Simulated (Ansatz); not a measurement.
# FH3MoO3S: small, medium and large basis sets

Aim: see how fast density functionals converge with the basis set for FH3MoO3S.

Computed with Ansatz 0.2.0, Gaussian basis. Level: one geometry, several basis sets.

Plan: PBE0-D4/def2-SVP; ωB97M-V/def2-SVP; PBE0-D4/def2-QZVPP; ωB97M-V/def2-QZVPP; the functionals' def2-TZVPP values are taken from earlier runs.

### Step 1. Structure used throughout

An earlier PBE0-D4 in a triple-zeta def2 set relaxation fixed the geometry. Mo takes the def2 core potential; no spin-orbit term is included.

SMILES `[OH][Mo]([OH])([OH])([F])=[S]`, 9 atoms, charge 0, spin multiplicity 1.

Atoms are counted from 1 here; the program's logs count them from 0.

Bond lengths: O1–Mo2 1.879 Å, O1–H7 0.963 Å, Mo2–O3 1.850 Å, Mo2–O4 1.879 Å, Mo2–F5 1.909 Å, Mo2–S6 2.087 Å, O3–H8 0.963 Å, O4–H9 0.963 Å. Angles: Mo2–O1–H7 116.0°, O1–Mo2–O3 90.7°, O1–Mo2–O4 138.3°, O1–Mo2–F5 80.7°, O1–Mo2–S6 110.1°, O3–Mo2–O4 90.6°, O3–Mo2–F5 154.9°, O3–Mo2–S6 103.3°, O4–Mo2–F5 80.7°, O4–Mo2–S6 110.1°, F5–Mo2–S6 101.8°, Mo2–O3–H8 124.2°, Mo2–O4–H9 115.9°.

### Step 2. PBE0-D4 in def2-SVP

Input file in.yaml:

```yaml
crystal:
  periodic: [false, false, false]
  atoms:
    - {symbol: O, position_ang: [1.556286, -0.255979, 0.858567]}
    - {symbol: Mo, position_ang: [-0.112840, 0.263703, 0.170534]}
    - {symbol: O, position_ang: [-0.962353, -1.012948, 1.205218]}
    - {symbol: O, position_ang: [-1.220321, -0.151947, -1.289242]}
    - {symbol: F, position_ang: [1.008477, 0.871334, -1.250285]}
    - {symbol: S, position_ang: [-0.715053, 2.064299, 1.036635]}
    - {symbol: H, position_ang: [2.325615, 0.007983, 0.343436]}
    - {symbol: H, position_ang: [-0.889763, -1.962315, 1.061198]}
    - {symbol: H, position_ang: [-0.901648, 0.129469, -2.153060]}
basis:
  gaussian: {orbitals: def2-SVP}
hamiltonian: {xc: pbe0, dispersion: d4}
output: {orbitals: {seedname: orbitals}}
```

Started as:

```console
ansatz run in.yaml --threads 4 --pin off --events-out ev --progress --plain --max-ram 11315MiB
```

The runs that follow: ωB97M-V in def2-SVP; PBE0-D4 in def2-QZVPP; ωB97M-V in def2-QZVPP.

Q: Predict the results of all the runs planned. Wanted: PBE0-D4: double and triple zeta above quadruple; ωB97M-V: double and triple zeta above quadruple.

The runs gave:

```
                                       quantity           value
PBE0-D4: double and triple zeta above quadruple  16.45, 0.95 eV
ωB97M-V: double and triple zeta above quadruple  16.62, 0.91 eV
```

What this shows: For PBE0-D4 the step from double to triple zeta gains 15.50 eV and the next only 0.95 eV. Total energies overstate the basis error of differences, where much of it tends to cancel.
